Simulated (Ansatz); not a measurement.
# Si5H12O (Si with 1 oxygen neighbours): the cost of one run

Program: Ansatz 0.2.0. Level of theory: DFT PBE, scalar-relativistic, plane waves, PAW, and further levels as typed in the inputs. These are calculated values, not measurements.

### 1 The starting structure

Symmetry: P1, No. 1, triclinic system. The conventional cell has a = 15.000 Å, b = 15.000 Å, c = 15.000 Å, α = 90.00°, β = 90.00°, γ = 90.00°. Si (site symmetry 1) is surrounded by 1 O at 1.73 Å. Si (site symmetry 1) has 3 H at 1.47 Å as nearest neighbours. O (site symmetry 1) has 2 Si at 1.72 to 1.73 Å as nearest neighbours. H (site symmetry 1) has 1 Si at 1.47 Å as nearest neighbours. Only part of the 18 independent sites is listed.

As a file:

```
Si O H
1.0
    15.00000    0.00000    0.00000
     0.00000   15.00000    0.00000
     0.00000    0.00000   15.00000
Si O H
5 1 12
Direct
  0.49419 0.52436 0.49702
  0.42217 0.43255 0.40372
  0.48095 0.47513 0.63746
  0.42358 0.65504 0.49098
  0.66085 0.44331 0.46987
  0.60372 0.54300 0.46608
  0.32676 0.43264 0.42617
  0.43434 0.46388 0.31166
  0.45735 0.34156 0.41298
  0.53134 0.53413 0.69734
  0.51543 0.38362 0.64392
  0.38624 0.47572 0.66269
  0.32992 0.64220 0.51687
  0.46650 0.71794 0.55269
  0.42798 0.69004 0.39954
  0.66179 0.40674 0.56078
  0.62303 0.37867 0.40667
  0.75386 0.45948 0.44354
```

### 2 Relaxing the atoms: Si5H12O in a box, no spin

Contents of input.yaml:

```yaml
crystal:
  lattice:
    - [15.0, 0.0, 0.0]
    - [0.0, 15.0, 0.0]
    - [0.0, 0.0, 15.0]
  atoms:
    - { symbol: Si, position: [0.49419329, 0.52435904, 0.49702363] }
    - { symbol: Si, position: [0.42216539, 0.43255418, 0.40371801] }
    - { symbol: Si, position: [0.48094991, 0.4751268, 0.6374619] }
    - { symbol: Si, position: [0.42357569, 0.6550365, 0.49098263] }
    - { symbol: O, position: [0.6037207, 0.54299766, 0.46608364] }
    - { symbol: Si, position: [0.66085429, 0.44330918, 0.469872] }
    - { symbol: H, position: [0.32676216, 0.43263849, 0.42617391] }
    - { symbol: H, position: [0.4343436, 0.46388065, 0.31165775] }
    - { symbol: H, position: [0.4573503, 0.341556, 0.4129836] }
    - { symbol: H, position: [0.53133819, 0.53412548, 0.69733611] }
    - { symbol: H, position: [0.51542816, 0.38361683, 0.64391757] }
    - { symbol: H, position: [0.38624482, 0.47571666, 0.66269386] }
    - { symbol: H, position: [0.32991795, 0.64219982, 0.51687459] }
    - { symbol: H, position: [0.46649747, 0.71793692, 0.55268908] }
    - { symbol: H, position: [0.42798237, 0.69004379, 0.39954141] }
    - { symbol: H, position: [0.66178864, 0.40674298, 0.56077972] }
    - { symbol: H, position: [0.6230319, 0.37867438, 0.40667401] }
    - { symbol: H, position: [0.75385518, 0.45948463, 0.44353657] }
scf:
  occupations: { method: gaussian, width: 0.02 }
output:
  forces: true
  stress: false
  eigenvalues: true
  write_density: true
  write_potential: true
  elf: true
  volumetric_format: npy
kpoints:
  mp_grid: { grid: [1, 1, 1] }
hamiltonian:
  xc: pbe
relax:
  f_tol: 0.02
  max_steps: 80
```

Started as:

```console
ansatz run input.yaml --threads 4 --pin off --max-ram 20480MiB --backend cpu --events-out ev --progress --plain --runs-dir out
```

What time and memory should one allow on 4 threads of Intel Xeon Platinum 8259CL at 2.50GHz (Skylake/Cascade Lake), shared host?

About 69 s, with a peak of 1.7 GiB.
